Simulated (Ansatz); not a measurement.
Debugging a frozen displacement of one atom of Li, space group R-3m (Ansatz 0.2.0, Python API).

The cells in order, each with its output:

```python
import ansatz as az
from ase import Atoms
import numpy as np

config = {
    "mesh": (12, 12, 12),
    "filling": "fermi_dirac",
    "smearing_width": 0.05,
    "xc": "LDA",
}

atoms = Atoms(
    ["Li", "Li", "Li"],
    scaled_positions=[
        (0.0, 0.0, 0.0),
        (0.222, 0.222, 0.222),
        (0.778, 0.778, 0.778),
    ],
    cell=[
        (1.5505, 0.89518, 7.5883),
        (-1.5505, 0.89518, 7.5883),
        (0.0, -1.79036, 7.5883),
    ],
    pbc=True,
)
xtal = az.Crystal.from_ase(atoms)
```

```python
[site.symbol for site in xtal.resolved().sites]
```

    ['Li', 'Li', 'Li']

```python
inverse = np.linalg.inv(np.array(xtal.lattice.vectors))
home = np.array(xtal.sites[1].position)
values = np.linspace(-0.2, 0.2, 5)
energies, pulls = [], []
for shift in values:
    moved = xtal.move(1, to=home + shift * inverse[2])
    calculation = (
        moved.calculation()
        .basis(35 * az.Ry)
        .kpoints(*config["mesh"])
        .occupations(config["filling"], width=config["smearing_width"])
        .functional(config["xc"])
        .forces()
    )
    data = calculation.run(threads=1, pin="off").report()
    energies.append(data["free_energy_ev"])
    pulls.append(data["forces_ev_ang"][1][2])
```

    Traceback (most recent call last):
      File "<cell 3>", line 15, in <module>
        data = calculation.run(threads=1, pin="off").report()
    TypeError: 'dict' object is not callable

Find the fault and give the corrected session.

The fault: report is a dict, not a method. The change:

```diff
--- before
+++ after
@@
     )
-    data = calculation.run(threads=1, pin="off").report()
+    data = calculation.run(threads=1, pin="off").report
     energies.append(data["free_energy_ev"])
```

The cells in order, each with its output:

(earlier cells as before)

In [3]:
```python
inverse = np.linalg.inv(np.array(xtal.lattice.vectors))
home = np.array(xtal.sites[1].position)
values = np.linspace(-0.2, 0.2, 5)
energies, pulls = [], []
for shift in values:
    moved = xtal.move(1, to=home + shift * inverse[2])
    calculation = (
        moved.calculation()
        .basis(35 * az.Ry)
        .kpoints(*config["mesh"])
        .occupations(config["filling"], width=config["smearing_width"])
        .functional(config["xc"])
        .forces()
    )
    data = calculation.run(threads=1, pin="off").report
    energies.append(data["free_energy_ev"])
    pulls.append(data["forces_ev_ang"][1][2])
```

In [4]:
```python
# the force is minus the slope of the free energy
print("shift (A)   dE (eV)   force along z (eV/A)")
for shift, e, f in zip(values, energies, pulls):
    print(f"{shift:8.3f} {e - energies[2]:10.5f} {f:12.4f}")
print(f"stiffness from energies {2 * np.polyfit(values, energies, 2)[0]:.3f}, from forces {-np.polyfit(values, pulls, 1)[0]:.3f} eV/A^2")
```
```text
shift (A)   dE (eV)   force along z (eV/A)
  -0.200    0.02273       0.2213
  -0.100    0.00605       0.1131
   0.000    0.00000       0.0081
   0.100    0.00442      -0.0967
   0.200    0.01942      -0.2040
stiffness from energies 1.055, from forces 1.060 eV/A^2
```

Notes:
- In a metal a curvature from energy changes of a few meV or less hangs on mesh and smearing, in size and even in sign.
- This isn't the structure that Li takes at ambient conditions.
- All periodic images of the atom move with it, so the curvature is one diagonal element of the zone-centre force constants and no normal mode; a positive value doesn't exclude soft modes in which several atoms move.
- Hardware and time: 38 s on 1 thread of AMD EPYC 7R43 64-Core Processor (Zen 3), on a shared host, peak memory 0.54 GiB.
